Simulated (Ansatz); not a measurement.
The same calculation of YbRh₂, space group Fd-3m as a Python script and as an input file (the Ansatz DFT code, driven from Python).

Script `ybrh2_deck.py`:
```python
'''Single point of YbRh2 through the engine session.'''

import json
import warnings

import ansatz as az
import numpy as np

warnings.simplefilter('ignore', az.DeckWarning)

config = {
    'crystal': {
        'lattice': [[0.0, 3.716, 3.716], [3.716, 0.0, 3.716], [3.716, 3.716, 0.0]],
        'atoms': [
            {'symbol': 'Yb', 'position': [0.0, 0.0, 0.0]},
            {'symbol': 'Yb', 'position': [0.25, 0.25, 0.25]},
            {'symbol': 'Rh', 'position': [0.625, 0.625, 0.625]},
            {'symbol': 'Rh', 'position': [0.125, 0.625, 0.625]},
            {'symbol': 'Rh', 'position': [0.625, 0.625, 0.125]},
            {'symbol': 'Rh', 'position': [0.625, 0.125, 0.625]},
        ],
    },
    'kpoints': {'mp_grid': {'kspacing': 0.3}},
    'hamiltonian': {'xc': 'lda'},
    'scf': {'occupations': {'method': 'fermi_dirac', 'width': 0.05}},
    'output': {'stress': True, 'eigenvalues': True},
}

outcome = az.Session.from_dict(config).plan(threads=1).execute()
r = outcome.report

for key in ('converged', 'n_iterations', 'n_electrons', 'n_kpoints', 'n_pw', 'n_symmetry_ops', 'free_energy_ev', 'fermi_energy_ev'):
    print(f'{key:18s} {r[key]}')

gap = None if 'band_edges_ev' not in r else r['band_edges_ev'][1] - r['band_edges_ev'][0]
print('gap on the k mesh:', 'withheld (metal, or smearing too wide to tell)' if gap is None else f'{gap:.3f} eV')
print('lowest empty less highest filled band, by band count:', round(r['gap_by_band_count_ev'], 3), 'eV')

fermi = r['fermi_energy_ev']
print('levels less the Fermi level (eV) at the first k-points')
for k, levels in list(zip(r['kpoints_frac'], r['eigenvalues_ev']))[:4]:
    print('k = ({:.3f}, {:.3f}, {:.3f})'.format(*k))
    print('   ', ' '.join(f'{e - fermi:.3f}' for e in levels))

# the stress is positive in compression
stress = np.array(r['stress_gpa'])
print(f'pressure {np.trace(stress) / 3:.3f} GPa')
print('stress tensor, GPa, positive in compression')
print(np.round(stress, 3) + 0.0)

keep = ['free_energy_ev', 'energy_sigma0_ev', 'fermi_energy_ev', 'n_iterations', 'converged', 'magnetization_mub', 'n_kpoints']
with open('ybrh2.json', 'w') as handle:
    json.dump({key: r[key] for key in keep}, handle, indent=1)
```

Output of `python ybrh2_deck.py`:
```text
converged          True
n_iterations       9
n_electrons        116.0
n_kpoints          10
n_pw               1989
n_symmetry_ops     48
free_energy_ev     -52239.42653005864
fermi_energy_ev    18.910164328941853
gap on the k mesh: withheld (metal, or smearing too wide to tell)
lowest empty less highest filled band, by band count: -0.732 eV
levels less the Fermi level (eV) at the first k-points
k = (0.000, 0.000, 0.000)
    -77.980 -77.878 -77.878 -77.878 -51.053 -50.982 -46.554 -46.081 -46.081 -46.081 -45.902 -45.902 -45.663 -45.663 -45.663 -45.630 -45.630 -45.630 -23.504 -23.504 -23.504 -23.149 -23.149 -23.149 -6.877 -5.587 -4.642 -4.642 -4.642 -3.643 -3.643 -3.251 -3.251 -3.251 -0.801 -0.801 -0.801 -0.665 -0.665 -0.665 -0.468 -0.468 -0.390 -0.378 -0.378 -0.378 -0.305 -0.305 -0.305 -0.289 -0.154 -0.154 -0.154 -0.099 -0.099 -0.099 0.589 0.589 1.213 1.213 1.213 1.645 1.645 1.645 2.366 3.760 3.760 3.760 7.664 7.664
k = (0.000, 0.000, 0.200)
    -77.973 -77.885 -77.878 -77.878 -51.049 -50.987 -46.509 -46.075 -46.062 -46.062 -45.890 -45.890 -45.718 -45.680 -45.680 -45.645 -45.645 -45.630 -23.515 -23.515 -23.498 -23.162 -23.137 -23.137 -6.464 -5.282 -4.518 -4.439 -4.439 -3.519 -3.519 -3.467 -3.141 -3.141 -1.257 -1.098 -1.098 -0.933 -0.933 -0.761 -0.642 -0.642 -0.417 -0.364 -0.343 -0.343 -0.320 -0.320 -0.313 -0.307 -0.251 -0.251 -0.224 -0.167 -0.167 -0.090 0.236 0.236 0.373 1.533 1.533 1.607 1.645 2.372 2.372 3.519 3.519 4.744 7.332 7.332
k = (0.000, 0.000, 0.400)
    -77.958 -77.900 -77.878 -77.878 -51.039 -50.998 -46.423 -46.052 -46.031 -46.031 -45.843 -45.843 -45.833 -45.755 -45.755 -45.651 -45.651 -45.630 -23.530 -23.530 -23.505 -23.163 -23.119 -23.119 -5.671 -4.555 -4.153 -4.110 -4.110 -3.709 -3.130 -3.130 -2.690 -2.690 -2.272 -1.893 -1.893 -1.808 -1.723 -1.723 -0.872 -0.724 -0.724 -0.432 -0.393 -0.393 -0.333 -0.333 -0.329 -0.305 -0.289 -0.289 -0.256 -0.231 -0.231 -0.228 -0.073 -0.054 -0.054 1.645 2.071 2.375 2.375 2.723 2.723 3.360 3.360 4.375 7.168 7.168
k = (0.000, 0.200, 0.200)
    -77.971 -77.887 -77.878 -77.878 -51.047 -50.989 -46.491 -46.097 -46.043 -46.043 -45.900 -45.877 -45.717 -45.693 -45.693 -45.656 -45.639 -45.639 -23.529 -23.529 -23.466 -23.194 -23.123 -23.123 -6.322 -5.162 -4.565 -4.320 -4.320 -3.584 -3.551 -3.379 -3.074 -3.074 -1.475 -1.124 -1.052 -1.052 -1.009 -0.881 -0.881 -0.535 -0.394 -0.383 -0.348 -0.339 -0.339 -0.333 -0.294 -0.294 -0.270 -0.270 -0.239 -0.231 -0.176 -0.176 0.465 0.465 0.471 0.542 0.810 1.502 2.336 2.591 2.591 3.542 3.542 5.074 6.928 7.254
pressure -6.331 GPa
stress tensor, GPa, positive in compression
[[-6.331  0.     0.   ]
 [ 0.    -6.331  0.   ]
 [ 0.     0.    -6.331]]
```

`input.yaml`:
```yaml
crystal:
  lattice:
    - [0.0, 3.716, 3.716]
    - [3.716, 0.0, 3.716]
    - [3.716, 3.716, 0.0]
  atoms:
    - { symbol: Yb, position: [0.0, 0.0, 0.0] }
    - { symbol: Yb, position: [0.25, 0.25, 0.25] }
    - { symbol: Rh, position: [0.625, 0.625, 0.625] }
    - { symbol: Rh, position: [0.125, 0.625, 0.625] }
    - { symbol: Rh, position: [0.625, 0.625, 0.125] }
    - { symbol: Rh, position: [0.625, 0.125, 0.625] }
kpoints:
  mp_grid: { kspacing: 0.3 }
hamiltonian:
  xc: lda
scf:
  occupations: { method: fermi_dirac, width: 0.05 }
output:
  stress: true
  eigenvalues: true
```

The program run on that file:
```console
$ ansatz run input.yaml --threads 1 --pin off --max-ram 3072MiB --backend cpu --events-out ev --progress --plain --runs-dir out
Engine: ansatz 0.2.0, x86_64-unknown-linux-gnu
Pseudopotentials: kind: paw
Pseudopotential: Yb, paw, valence charge 24, recommended cutoff 420 eV (normal), Yb.paw.azcp
Pseudopotential: Rh, paw, valence charge 17, recommended cutoff 420 eV (normal), Rh.paw.azcp
Functional definition: SPW92
  exchange = slater_x
  correlation = pw_c
Crystal: 6 atoms, lattice volume = 102.626 Å³
Basis set: ecut = 420 eV, 1989 PW (Γ)
Bands: 70, of which v1, the nominal top of the filled ones, is band 58 counted from 1 (57 counted from 0)
Symmetry: 48 space group operations
Space group: Fd-3m (ITA 227), of the structure as read, at distance tolerance 4.7e-5 Å
k-points: 10 of 125
Non-local potential: Yb, projectors of the file, l = 0: 3, l = 1: 2, l = 2: 2, l = 3: 3
Non-local potential: Rh, projectors of the file, l = 0: 3, l = 1: 2, l = 2: 2, l = 3: 1
PAW form: soft (Blöchl's): semilocal exchange-correlation on the pseudo side does not see the compensation charge
PAW frozen core: Yb, regenerated for the run's functional, and the local potential with it (the file was generated under x = pbe(κ = 0.804, μ = 0.2195149727645171), c = pbe(β = 0.06672455060314922))
PAW frozen core: Rh, regenerated for the run's functional, and the local potential with it (the file was generated under x = pbe(κ = 0.804, μ = 0.2195149727645171), c = pbe(β = 0.06672455060314922))
PAW one-centre angular grid: Yb, 590 points (default); XC on 64 Gauss nodes
PAW one-centre angular grid: Rh, 590 points (default); XC on 64 Gauss nodes
Initial density: superposition of atomic densities (neutral atoms: chi_scale 0, normalization atom), corrected by the library's trained network
Initial wavefunctions: pseudopotential atomic-orbital guess
Functional: x = slater, c = lda
SCF iter   1: F=—  HF=-52239.559679 eV  |F-HF|=—  |Δ(HF+E_count)|=         —  Δρ=4.43e-2  dr2=2.54e0  ethr=1.77e-3  ⟨swp⟩=5.9  Hψ=2939  notcnv=0  defer=4
preconditioner: auto → Kerker (q_TF=auto, 2.785 Å⁻¹)  [metal: Δε(μ)=0.015 eV  Ē_g=8.202 eV  σ=0.050 eV  W_gap=0.07  n_scr=26 (ndim 8)  ℏωp=32.8 eV  f_vac=0.000  D(μ)=8.33/eV (n_scr^D=112)]
SCF iter   2: F=—  HF=-52239.445738 eV  |F-HF|=—  |Δ(HF+E_count)|=   1.14e-1  Δρ=7.95e-3  dr2=2.30e-2  ethr=1.77e-3  ⟨swp⟩=2.1  Hψ=878  notcnv=0  defer=12
preconditioner: auto → Resta (q_TF=auto, 2.785 Å⁻¹)  ε∞=17.2  [insulator: Δε(μ)=0.234 eV  Ē_g=8.152 eV  σ=0.050 eV  W_gap=0.54  n_scr=26 (ndim 8)  ℏωp=32.8 eV  f_vac=0.000  D(μ)=13.27/eV (n_scr^D=180)  ε∞_Penn≈17.2]
SCF iter   3: F=—  HF=-52239.428404 eV  |F-HF|=—  |Δ(HF+E_count)|=   1.73e-2  Δρ=5.53e-3  dr2=3.82e-2  ethr=1.98e-5  ⟨swp⟩=2.5  Hψ=1342  notcnv=0  defer=6
automatic band count: iteration 3 solves 68 bands in place of 70: the levels show a gap, and the empty bands left out lie too high to hold charge; the band table lists the bands solved (type scf.n_extra_bands for more)
SCF iter   4: F=—  HF=-52239.426739 eV  |F-HF|=—  |Δ(HF+E_count)|=   1.66e-3  Δρ=1.76e-3  dr2=2.24e-3  ethr=1.98e-5  ⟨swp⟩=4.1  Hψ=1270  notcnv=0  defer=26
automatic band count: iteration 4 solves 70 bands in place of 68: the levels no longer show a gap clear of their residuals, so the SCF keeps every band
SCF iter   5: F=—  HF=-52239.426821 eV  |F-HF|=—  |Δ(HF+E_count)|=   8.21e-5  Δρ=1.92e-3  dr2=5.07e-3  ethr=1.93e-6  ⟨swp⟩=2.0  Hψ=1007  notcnv=0  defer=26
SCF iter   6: F=—  HF=-52239.426612 eV  |F-HF|=—  |Δ(HF+E_count)|=   2.10e-4  Δρ=8.33e-4  dr2=1.04e-3  ethr=1.93e-6  ⟨swp⟩=1.2  Hψ=682  notcnv=0  defer=26
SCF iter   7: F=—  HF=-52239.426543 eV  |F-HF|=—  |Δ(HF+E_count)|=   6.88e-5  Δρ=5.82e-5  dr2=2.55e-6  ethr=8.99e-7  ⟨swp⟩=1.4  Hψ=685  notcnv=0  defer=26
SCF iter   8: F=—  HF=-52239.426531 eV  |F-HF|=—  |Δ(HF+E_count)|=   1.20e-5  Δρ=3.42e-5  dr2=1.95e-6  ethr=2.20e-9  ⟨swp⟩=3.0  Hψ=1518  notcnv=0  defer=26
SCF iter   9: F=-52239.426530 eV  HF=-52239.426530 eV  |F-HF|=5.04e-8  |Δ(HF+E_count)|=   5.97e-7  Δρ=6.86e-6  dr2=6.88e-8  ethr=8.62e-11  ⟨swp⟩=12.1  Hψ=4417  notcnv=0
SCF 1 converged in 9 iterations: F = -52239.426530 eV  dr2 = 6.88e-8
  greatest PAW one-centre occupation: 1.000 electrons in one spin orbital (limit 2), on the Rh atom at site 5 (counted from 0), in its partial waves of l = 0
SCF converged after 9 iterations
Free energy (F): -52239.426530 eV
Harris-Foulkes:  -52239.426530 eV  (|F-HF|=5.04e-8)
Internal energy: -52239.300419 eV  (E = F + TS)
E sigma→0 (E₀):  -52239.363475 eV
Entropy (-TS):   -0.126111 eV (-21.018 meV/atom)
Fermi energy:    18.910164 eV
--- Per-component energies (eV) ---
  E_band       = -125.601366
  E_kinetic    = 3025.126868
  E_local      = -16961.191739  (includes V_loc(G=0)·N_el)
  E_nonlocal   = 2533.197298
  E_hartree    = 6828.966141
  E_xc         = -1215.276288
  E_vxc        = -1530.337433  (∫ρ·V_xc dr)
  E_paw        = -28080.189551  (= ΣΔE_a)
  E_vpaw       = -850.309715  (= ΣTr[D̂ρ^β])
  E_aug_tail   = 0.003010  (compensation charges beyond the density's cutoff)
  E_ewald      = -18376.793617
  E_core_change = 6.857459  (= ΣΔE_core)
  E_smearing   = -0.126111  (= −TS)
  E_closure    = -0.000000  (closes the sum)
  Σ components = -52239.426530   (vs F -52239.426530, Δ=0.00e0)
--- Stress (GPa, compression-positive) ---
       -6.330597      -0.000000       0.000000
       -0.000000      -6.330597      -0.000000
        0.000000       0.000000      -6.330597
  P = ⅓ Tr σ = -6.3306 GPa (-63.306 kbar)
--- Band table (eV; the first three rows and the last of 10) ---
  k-point 0: bands = ["-59.0702", "-58.9674", "-58.9674", "-58.9674", "-32.1432", "-32.0721", "-27.6443", "-27.1710", "-27.1710", "-27.1710", "-26.9920", "-26.9920", "-26.7528", "-26.7528", "-26.7528", "-26.7196", "-26.7196", "-26.7196", "-4.5941", "-4.5941", "-4.5941", "-4.2391", "-4.2391", "-4.2391", "12.0327", "13.3231", "14.2679", "14.2679", "14.2679", "15.2676", "15.2676", "15.6594", "15.6594", "15.6594", "18.1094", "18.1094", "18.1094", "18.2456", "18.2456", "18.2456", "18.4426", "18.4426", "18.5205", "18.5326", "18.5326", "18.5326", "18.6056", "18.6056", "18.6056", "18.6209", "18.7561", "18.7561", "18.7561", "18.8110", "18.8110", "18.8110", "19.4989", "19.4989", "20.1235", "20.1235", "20.1235", "20.5554", "20.5554", "20.5554", "21.2759", "22.6699", "22.6699", "22.6699", "26.5740", "26.5740"]
  k-point 1: bands = ["-59.0631", "-58.9746", "-58.9674", "-58.9674", "-32.1387", "-32.0771", "-27.5989", "-27.1646", "-27.1518", "-27.1518", "-26.9802", "-26.9802", "-26.8081", "-26.7698", "-26.7698", "-26.7350", "-26.7350", "-26.7195", "-4.6043", "-4.6043", "-4.5877", "-4.2516", "-4.2270", "-4.2270", "12.4463", "13.6279", "14.3918", "14.4708", "14.4708", "15.3913", "15.3913", "15.4435", "15.7691", "15.7691", "17.6527", "17.8117", "17.8117", "17.9770", "17.9770", "18.1495", "18.2686", "18.2686", "18.4927", "18.5457", "18.5672", "18.5672", "18.5901", "18.5901", "18.5970", "18.6036", "18.6592", "18.6592", "18.6865", "18.7436", "18.7436", "18.8197", "19.1461", "19.1461", "19.2829", "20.4432", "20.4432", "20.5170", "20.5553", "21.2819", "21.2819", "22.4295", "22.4295", "23.6537", "26.2421", "26.2421"]
  k-point 2: bands = ["-59.0481", "-58.9898", "-58.9674", "-58.9674", "-32.1289", "-32.0876", "-27.5126", "-27.1416", "-27.1209", "-27.1209", "-26.9324", "-26.9324", "-26.9231", "-26.8449", "-26.8449", "-26.7409", "-26.7409", "-26.7195", "-4.6194", "-4.6194", "-4.5951", "-4.2524", "-4.2089", "-4.2089", "13.2389", "14.3549", "14.7576", "14.8004", "14.8004", "15.2013", "15.7802", "15.7802", "16.2206", "16.2206", "16.6380", "17.0171", "17.0171", "17.1018", "17.1874", "17.1874", "18.0378", "18.1864", "18.1864", "18.4786", "18.5170", "18.5170", "18.5775", "18.5775", "18.5808", "18.6048", "18.6208", "18.6208", "18.6542", "18.6787", "18.6787", "18.6825", "18.8375", "18.8561", "18.8561", "20.5551", "20.9807", "21.2854", "21.2854", "21.6328", "21.6328", "22.2704", "22.2704", "23.2850", "26.0777", "26.0777"]
  k-point 9: bands = ["-59.0318", "-59.0061", "-58.9674", "-58.9674", "-32.1176", "-32.0993", "-27.4069", "-27.2578", "-27.0575", "-27.0535", "-26.9612", "-26.9486", "-26.8841", "-26.8587", "-26.8497", "-26.7767", "-26.7675", "-26.7591", "-4.6721", "-4.6523", "-4.4725", "-4.3660", "-4.1779", "-4.1637", "14.0413", "14.7155", "14.9399", "15.0073", "15.2647", "15.5459", "15.6713", "15.8333", "16.0665", "16.0820", "16.3491", "16.4770", "16.8832", "16.9299", "17.2369", "17.4484", "17.4752", "17.8967", "17.9362", "18.1002", "18.5098", "18.5160", "18.5556", "18.5752", "18.5830", "18.6044", "18.6248", "18.6543", "18.6590", "18.6811", "18.7072", "18.7074", "18.7352", "18.7392", "18.8477", "19.3970", "19.8247", "20.3981", "22.1563", "22.1734", "22.3230", "22.3893", "23.4612", "24.2686", "24.8266", "25.7438"]
```

Reading the output:
- Absolute energies stand on the zero of these potentials, so only differences at equal settings mean something. A total without «per atom» is that of the cell as typed.
- Semilocal functionals put the nearly full 4f shell of Yb too close to the Fermi level.
- For a metal this k-point mesh is coarse: on a finer one energies can move by several to tens of meV an atom and pressures by half a GPa or more, differences at one mesh by less.
- An absolute Fermi energy rests on an arbitrary zero of the periodic potential and has no direct meaning.
- A gap by band count of zero or less means overlapping bands, a metal.
- At these settings the cell as given stands under about -6 GPa, so it isn't at this functional's equilibrium volume.
- The structure is a deposited one; some such entries were measured under pressure or heat, so a shift against it needn't be the functional's error alone.
- Levels are Kohn-Sham eigenvalues on this mesh, without spin-orbit coupling.
- Wall time of the script: 6.8 s on 1 thread of AMD EPYC 7R13 Processor (Zen 3) (shared host), peak memory 0.48 GiB.

(Lines on the test bed's own set-up are left out of the output.)
